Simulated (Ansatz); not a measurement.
From input file to script: C₃H₆F₂Si, SMILES C[SiH2]C(F)=CF in Ansatz 0.2.0.

```yaml
crystal:
  periodic: [false, false, false]
  atoms:
    - { symbol: C, position_ang: [0.1986, -0.9317, -1.5082] }
    - { symbol: Si, position_ang: [0.9765, -0.182, -0.0245] }
    - { symbol: C, position_ang: [-0.2503, 0.2565, 1.2811] }
    - { symbol: F, position_ang: [-0.0131, -0.3661, 2.4821] }
    - { symbol: C, position_ang: [-1.2035, 1.1344, 1.1555] }
    - { symbol: F, position_ang: [-1.4414, 1.8454, 0.0392] }
    - { symbol: H, position_ang: [0.9119, -1.1486, -2.2827] }
    - { symbol: H, position_ang: [-0.3724, -1.7754, -1.2766] }
    - { symbol: H, position_ang: [-0.5452, -0.1534, -1.9197] }
    - { symbol: H, position_ang: [1.763, 1.025, -0.3921] }
    - { symbol: H, position_ang: [1.9478, -1.1703, 0.5174] }
    - { symbol: H, position_ang: [-1.8949, 1.4111, 1.9625] }
basis:
  gaussian: { orbitals: "6-31G*" }
hamiltonian:
  xc: pbe0
```

The program run on that file:
```console
$ ansatz run input.yaml --threads 1 --pin off --max-ram 4096MiB --backend cpu --events-out ev --progress --plain --runs-dir out
Engine: ansatz 0.2.0, aarch64-unknown-linux-gnu
Functional definition: PBE0
  parameter a = 0.25
  parameter kappa = 0.804
  parameter beta = 0.06672455060314922
  exchange = (1 - a)*pbe_x(kappa = kappa, mu = beta*pi^2/3) + a*exact_x
  correlation = pbe_c(beta = beta)
1040 factors; integrals over basis functions are off by at most 7.2e-4 eV
mean field evaluation 1: about -16501.4052 eV, gradient 4.4e1 eV
mean field evaluation 2: about -16501.1707 eV, gradient 4.3e1 eV
mean field evaluation 4: about -16505.6154 eV, gradient 2.2e0 eV
mean field evaluation 8: about -16505.9225 eV, gradient 3.8e-1 eV
mean field evaluation 16: about -16505.9228 eV, gradient 8.7e-5 eV
mean field -16505.92277670 eV, -606.5814739275 hartree, gradient 2.0e-5 eV, S^2 0.000000; 0 other end points of the search recorded, 0 dependent functions left out
reference -16505.92279767 eV, -606.5814746980 hartree; 28, 28 occupied and 78, 78 virtual orbitals, 1040 factors
Total energy: -16505.92279767 eV, -606.5814746980 hartree
```

The script, `run_energy.py`:
```python
'''Single point of C3H6F2Si in a Gaussian basis.'''

import json

import ansatz

system = (
    ansatz.Crystal.molecule()
    .atom('C', (0.1986, -0.9317, -1.5082))
    .atom('Si', (0.9765, -0.182, -0.0245))
    .atom('C', (-0.2503, 0.2565, 1.2811))
    .atom('F', (-0.0131, -0.3661, 2.4821))
    .atom('C', (-1.2035, 1.1344, 1.1555))
    .atom('F', (-1.4414, 1.8454, 0.0392))
    .atom('H', (0.9119, -1.1486, -2.2827))
    .atom('H', (-0.3724, -1.7754, -1.2766))
    .atom('H', (-0.5452, -0.1534, -1.9197))
    .atom('H', (1.763, 1.025, -0.3921))
    .atom('H', (1.9478, -1.1703, 0.5174))
    .atom('H', (-1.8949, 1.4111, 1.9625))
)

job = (
    system.calculation()
    .basis(gaussian='6-31G*')
    .functional('PBE0')
)
data = job.session().plan(threads=1).execute().report

print(f'E = {data["free_energy_ev"]:.6f} eV = {data["free_energy_ev"] / 27.211386246:.7f} Ha')
print('converged:', data['converged'], ' doubts:', data['published_state_doubts'] or 'none')

state = data['mean_field']['state']
print(f'mean field: {state["energy"]["hartree"]:.7f} Ha, <S^2> = {abs(state["spin_squared"]):.4f}, stability: {state.get("stability", {}).get("kind")}')
with open('c3h6f2si.json', 'w') as handle:
    json.dump({k: data[k] for k in ('free_energy_ev', 'reference_energy_ev', 'n_occupied', 'n_virtual')}, handle, indent=1)
```

`python run_energy.py` gives:
```text
E = -16505.922798 eV = -606.5814747 Ha
converged: True  doubts: none
mean field: -606.5814747 Ha, <S^2> = 0.0000, stability: minimum
```

Notes:
- The settings weren't tested for convergence.
- The geometry is a force-field or estimated start, not a minimum of this method, and the basis set is short of its limit.
- Wall time of the script: 5.4 s on 1 thread of Arm Neoverse V1 (shared host), peak memory 0.27 GiB.

(Lines on the test bed's own set-up are left out of the output.)
